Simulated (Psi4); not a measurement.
# C2H4Sn (Sn(CCH)H3): TPSSh/def2-SVP (core potential)

What is the energy change on altering one bond length of C2H4Sn (Sn(CCH)H3) at TPSSh/def2-SVP (core potential)? 

Program for the calculation: Psi4 1.11.

2 further runs of the same task are left out: 1 that didn't finish, 1 set aside as unsound or not needed.

## Step 1: Starting point

The species is C2H4Sn (7 atoms), meant as a singlet with charge 0. As SMILES, `[H][Sn]([H])([H])[C]#C`. Geometry: a GFN2-xTB relaxation, a rough one for these elements and not checked as a minimum.

Bond lengths: Sn1–C2 2.060 Å, C2–C3 1.201 Å, C3–H4 1.053 Å, Sn1–H5 1.651 Å, Sn1–H6 1.651 Å, Sn1–H7 1.651 Å. Angles: Sn1–C2–C3 179.6°, C2–Sn1–H5 108.4°, C2–Sn1–H6 108.7°, C2–Sn1–H7 108.7°, C2–C3–H4 179.9°, H5–Sn1–H6 110.5°, H5–Sn1–H7 110.1°, H6–Sn1–H7 110.4°.

## Step 2: The energy at TPSSh/def2-SVP (core potential)

Input file c2h4sn.inp:

```
memory 1600 MB

molecule {
  0 1
  Sn    -0.007330    -0.006120    -1.150470
  C     -0.001510     0.004980     0.909150
  C      0.009030     0.014060     2.110210
  H      0.020010     0.019930     3.162790
  H      1.557680    -0.008800    -1.676400
  H     -0.793740     1.343520    -1.685320
  H     -0.784140    -1.367570    -1.669960
  symmetry c1
}

set {
  basis                def2-SVP
  puream               true
  e_convergence        1e-09
  d_convergence        1e-08
  scf_type             pk
  dft_radial_points    99
  dft_spherical_points 590
}

e = energy("tpssh")
```

Started as:

```console
$ psi4 -n 1 c2h4sn.inp c2h4sn.out
```

c2h4sn.out:

```text
[...]
    !!!  WARNING: ECP capability is in beta. Please check occupations closely.  !!!
[...]
  Running in c1 symmetry.
[...]
  Nuclear repulsion =  105.845549791734214
[...]
  Multiplicity = 1
[...]
  Nalpha       = 19
  Nbeta        = 19
[...]
    Number of basis functions: 74
[...]
   @RKS iter   1:  -292.42695804620399   -1.36466e+00   8.62584e-03 ADIIS/DIIS
[...]
   @RKS iter  10:  -292.68262597182411   -3.62661e-11   9.77052e-09 DIIS
[...]
    Orbital Energies [Eh]
    ---------------------
    Doubly Occupied:
       1A    -10.123866     2A    -10.113461     3A     -5.031587
       4A     -3.386158     5A     -3.384318     6A     -3.384307
       7A     -0.995902     8A     -0.993541     9A     -0.993530
      10A     -0.988434    11A     -0.988418    12A     -0.712401
      13A     -0.544616    14A     -0.501792    15A     -0.359382
      16A     -0.331004    17A     -0.330615    18A     -0.269918
      19A     -0.269859
[...]
  @RKS Final Energy:  -292.68262597182411
   => Energetics <=
    Nuclear Repulsion Energy =            105.8455497917342143
    One-Electron Energy =                -690.9445202733977567
    Two-Electron Energy =                 319.8038139243531077
    DFT Exchange-Correlation Energy =     -27.3874694145137134
    Empirical Dispersion Energy =           0.0000000000000000
    VV10 Nonlocal Energy =                  0.0000000000000000
    Total Energy =                       -292.6826259718241090
[...]
 Multipole Moments:
 ------------------------------------------------------------------------------------
     Multipole            Electronic (a.u.)      Nuclear  (a.u.)        Total (a.u.)
 ------------------------------------------------------------------------------------
 L = 1.  Multiply by 2.5417464519 to convert [e a0] to [Debye]
 Dipole X            :         -0.1620957            0.1630827            0.0009870
 Dipole Y            :         -0.1859037            0.1886472            0.0027434
 Dipole Z            :        -33.2250386           33.1602022           -0.0648365
 Magnitude           :                                                    0.0649020
[...]
```

It took 25 s on 1 thread of Intel Xeon Platinum 8488C (Sapphire Rapids), shared host; peak memory 1.1 GiB.

## Step 3: The distorted shape at the same level

Input file c2h4sn.xyz:

```xyz
7
C2H4Sn
Sn     0.228597    -0.411019    -0.990012
C      0.234417    -0.399919     1.069608
C      0.244957    -0.390839     2.270668
H      0.255937    -0.384969     3.323248
H      1.793607    -0.413699    -1.515942
H     -0.793740     1.343520    -1.685320
H     -0.548213    -1.772469    -1.509502
```

Input file c2h4sn.py:

```python
import psi4

psi4.set_memory(1600000000)
psi4.set_num_threads(1)
psi4.set_output_file('psi4.out', False)

with open('c2h4sn.xyz') as f:
    atoms = ''.join(f.readlines()[2:])
geom = psi4.geometry('0 1\n' + atoms + 'symmetry c1\nno_reorient\nno_com')

psi4.set_options(dict(puream=True, e_convergence=1e-09, d_convergence=1e-08, scf_type='pk', dft_radial_points=99, dft_spherical_points=590))

energy_value, wavefunction = psi4.energy("tpssh/def2-SVP", molecule=geom, return_wfn=True)
psi4.oeprop(wavefunction, "LOWDIN_CHARGES", "MAYER_INDICES", "WIBERG_LOWDIN_INDICES")
print(f'tpssh/def2-SVP energy: {energy_value:.10f} Eh')
```

Started as:

```console
$ python c2h4sn.py
```

psi4.out:

```text
[...]
    !!!  WARNING: ECP capability is in beta. Please check occupations closely.  !!!
[...]
  Running in c1 symmetry.
[...]
  Nuclear repulsion =  103.979718286914434
[...]
  Multiplicity = 1
[...]
  Nalpha       = 19
  Nbeta        = 19
[...]
    Number of basis functions: 74
[...]
   @RKS iter   1:  -292.38103901072520   -1.39657e+00   8.83232e-03 ADIIS/DIIS
[...]
   @RKS iter  11:  -292.65491106068367   -1.10845e-11   6.28742e-09 DIIS
[...]
    Orbital Energies [Eh]
    ---------------------
    Doubly Occupied:
       1A    -10.130981     2A    -10.120167     3A     -5.043172
       4A     -3.397331     5A     -3.396455     6A     -3.395292
       7A     -1.006208     8A     -1.004176     9A     -1.001178
      10A     -0.999214    11A     -0.999016    12A     -0.718794
      13A     -0.545324    14A     -0.501492    15A     -0.363494
      16A     -0.337962    17A     -0.301826    18A     -0.276118
      19A     -0.269111
[...]
  @RKS Final Energy:  -292.65491106068367
   => Energetics <=
    Nuclear Repulsion Energy =            103.9797182869144336
    One-Electron Energy =                -686.9972369067968430
    Two-Electron Energy =                 317.6779985053908604
    DFT Exchange-Correlation Energy =     -27.3153909461921494
    Empirical Dispersion Energy =           0.0000000000000000
    VV10 Nonlocal Energy =                  0.0000000000000000
    Total Energy =                       -292.6549110606836734
[...]
 Multipole Moments:
 ------------------------------------------------------------------------------------
     Multipole            Electronic (a.u.)      Nuclear  (a.u.)        Total (a.u.)
 ------------------------------------------------------------------------------------
 L = 1.  Multiply by 2.5417464519 to convert [e a0] to [Debye]
 Dipole X            :        -16.1011652           16.2761525            0.1749874
 Dipole Y            :         28.0782517          -28.3734498           -0.2951981
 Dipole Z            :          6.0213891           -5.9075182            0.1138709
 Magnitude           :                                                    0.3615647
[...]
```

The script printed:

```text
tpssh/def2-SVP energy: -292.6549110607 Eh
```

Wall time 26 s (1 thread of Intel Xeon Platinum 8488C (Sapphire Rapids), shared host); peak memory 1.1 GiB.

## Step 4: Summary of results

Level: TPSSh/def2-SVP (core potential).

| quantity | value |
| --- | --- |
| first shape: total energy | -292.68263 Eh |
| first shape: dipole moment | 0.16 D |
| first shape: HOMO energy | -7.34 eV |
| first shape: LUMO energy | 0.01 eV |
| first shape: HOMO–LUMO gap | 7.36 eV |
| distorted shape: total energy | -292.65491 Eh |
| distorted shape: dipole moment | 0.92 D |
| distorted shape: HOMO energy | -7.32 eV |
| distorted shape: LUMO energy | -1.39 eV |
| distorted shape: HOMO–LUMO gap | 5.93 eV |
| energy change with the Sn1–H6 bond stretched from 1.651 to 2.146 Å | 0.754 eV |

With the Sn1–H6 bond stretched from 1.651 to 2.146 Å the energy rises by 0.75 eV (72.8 kJ/mol). The first shape isn't relaxed at this level, so the change isn't measured from a minimum.
